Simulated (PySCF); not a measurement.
# Bi(CN)3: other functionals and bases at one geometry

An exercise on one series of results from a longer session: the logs are not shown, and one member is left open.

The runs use PySCF 2.14.0; several levels, as the steps say, no spin–orbit coupling.

4 further runs of the same task are left out: 2 for a known fault of the program, 1 that didn't finish, 1 set aside as unsound or not needed.

## The system as given

7 atoms, charge 0, spin multiplicity 1.

Bond lengths: Bi1–C2 2.234 Å, Bi1–C4 2.234 Å, Bi1–C6 2.234 Å, C2–N3 1.166 Å, C4–N5 1.166 Å, C6–N7 1.166 Å. Angles: C2–Bi1–C4 92.4°, C2–Bi1–C6 92.4°, C4–Bi1–C6 92.4°, Bi1–C2–N3 173.5°, Bi1–C4–N5 173.5°, Bi1–C6–N7 173.5°.

As a file:

| atom | x (Å) | y (Å) | z (Å) |
| --- | --- | --- | --- |
| Bi1 | 0.00000 | 0.00000 | 0.71206 |
| C2 | 1.86174 | -0.00001 | -0.52278 |
| N3 | 2.90062 | -0.00001 | -1.05245 |
| C4 | -0.93086 | 1.61231 | -0.52278 |
| N5 | -1.45030 | 2.51201 | -1.05245 |
| C6 | -0.93087 | -1.61231 | -0.52278 |
| N7 | -1.45032 | -2.51200 | -1.05245 |

Formal oxidation states: Bi +3. An earlier session relaxed this geometry at r2SCAN, Bi def2-SVP with ECP60, C def2-SVP, N def2-SVP (singlet, point group C3v).

At r2SCAN on the finer grid: E = -492.836585 Eh, HOMO -8.88 eV, LUMO -3.42 eV, Mulliken charge on Bi1 +1.07 e, largest force component 0.018 eV/Å. 

Levels to run: PBE; TPSSh; PBE0; TPSS; r2SCAN, TZVP; r2SCAN, x2c-SVP. Hardware: 2 threads of Arm Neoverse V2, shared host.

The first run:

Input file run.py (the lines that set the calculation):

```python
mol = gto.M(atom='''
Bi     0.00000     0.00000     0.71206
C      1.86174    -0.00001    -0.52278
N      2.90062    -0.00001    -1.05245
C     -0.93086     1.61231    -0.52278
N     -1.45030     2.51201    -1.05245
C     -0.93087    -1.61231    -0.52278
N     -1.45032    -2.51200    -1.05245''',
    basis={'Bi': 'def2-SVP', 'C': 'def2-SVP', 'N': 'def2-SVP'},
    ecp={'Bi': 'def2-SVP'},
    charge=0, spin=0)
mf = dft.RKS(mol, xc='PBE')
mf.grids.atom_grid = (75, 302)
mf = mf.density_fit()  # fitting sets: Bi def2-universal-JKFIT, C def2-universal-JKFIT, N def2-universal-JKFIT
mf.conv_tol = 1e-08; mf.max_cycle = 55
mf.kernel(dm0)  # dm0: the density of the relaxed state
```

Started as:

```sh
> OMP_NUM_THREADS=2 python run.py
```

Among the steps run: PBE; TPSSh; PBE0; TPSS; r2SCAN, TZVP; r2SCAN, x2c-SVP.

One of the session's tables, all rows but one given; the rest of the session is left out.

| level | HOMO (eV) | gap (eV) | charge on Bi1 (e) | dipole (D) | largest force component (eV/Å) |
| --- | --- | --- | --- | --- | --- |
| r2SCAN (relaxed here) | -8.88 | 5.46 | 1.07 | 6.43 | 0.02 |
| PBE | -8.45 | 4.98 | 0.92 | 6.14 | 0.91 |
| TPSSh | -9.13 | 5.98 | 1.06 | 6.43 | 0.03 |
| PBE0 | -9.90 | 7.09 | 1.07 | 6.51 | 0.60 |
| TPSS | -8.56 | 5.15 | 1.01 | 6.29 | 0.61 |
| r2SCAN, TZVP | -9.00 | 5.41 | 1.08 | 6.52 | 0.85 |
| r2SCAN, x2c-SVP | ? | ? | ? | ? | ? |

Q: Estimate the row for r2SCAN, x2c-SVP from the others.

As computed: HOMO (eV): -8.90; gap (eV): 5.45; charge on Bi1 (e): 1.22; dipole (D): 6.41; largest force component (eV/Å): 1.09. In the column «HOMO (eV)» it lies between r2SCAN, TZVP (-9.00) and r2SCAN (relaxed here) (-8.88).

In one basis the HOMO–LUMO gap runs from 4.98 eV (PBE) to 7.09 eV (PBE0). The largest leftover force, 1.09 eV/Å with r2SCAN, x2c-SVP, stands at a geometry relaxed at another level. Total energies of different levels can't be compared.
